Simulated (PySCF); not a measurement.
**A diatomic session: MgBe**

Aim: find the lowest electronic state of MgBe, scan its bond at several levels of theory, and get bond length, wavenumber and dissociation energy from each curve.

The runs use PySCF 2.14.0; Mg def2-SVPD, Be def2-SVPD, no relativity.

## (1) The job

A driver script around PySCF takes these settings:

```
atoms                         : Mg, Be
charge                        : 0
basis                         : Mg def2-SVPD, Be def2-SVPD
Hamiltonian                   : no relativity
basis functions               : 33
electrons treated             : 16
masses in u                   : 23.9850, 9.0122
levels                        : PBE0, PBE, r²SCAN, B97-3, BP86, revPBE, HF, MP2, SCS-MP2, CCSD, CCSD(T)
grid                          : 80 radial by 434 angular points
occupations                   : held fixed by the projection of orbital angular momentum
dissociation limit            : Mg + Be, each in its ground configuration
starting distance in angstrom : 2.315
values of 2S to try           : 0, 2
```

The runs that follow: First curve: PBE0; Higher solutions at PBE0; PBE (GGA); r²SCAN (meta-GGA); B97-3; BP86 (GGA); revPBE (GGA); RHF; MP2 and coupled cluster.

**Question.** What will these runs give? Wanted: for each run, Re; ωe; De; μ.

The runs gave:

Lowest PBE0 solution found, without spin–orbit coupling: ¹Σ⁺ (singlet), closed shell. The other levels ran on it alone.

```tsv
level	Re (Å)	ωe (cm⁻¹)	De (eV)	μ (D)
PBE	2.962	200.5	0.269	-0.79
revPBE	3.001	190.2	0.208	-0.77
BP86	2.991	187.4	0.203	-0.74
r²SCAN	2.994	195.8	0.237	-0.69
PBE0	3.056	171.0	0.188	-0.62
B97-3	3.102	156.3	0.130	-0.63
```

De is counted to Mg + Be in their ground configurations. A positive dipole means Mg(−)Be(+). No constants: RHF (no minimum is bracketed among the points kept); RHF-MP2 (no minimum is bracketed among the points kept); RHF-SCS-MP2 (no minimum is bracketed among the points kept); RHF-CCSD (no minimum is bracketed among the points kept); RHF-CCSD(T) (no minimum is bracketed among the points kept).

Bond lengths run from 2.962 Å (PBE) to 3.102 Å (B97-3). Of the levels with a De here, B97-3 gives the least (0.130 eV) and PBE the most (0.269 eV).

Correlated steps freeze 1 core orbital. The bond is weak, and basis-set superposition, which was not computed, may be a sizeable part of it.
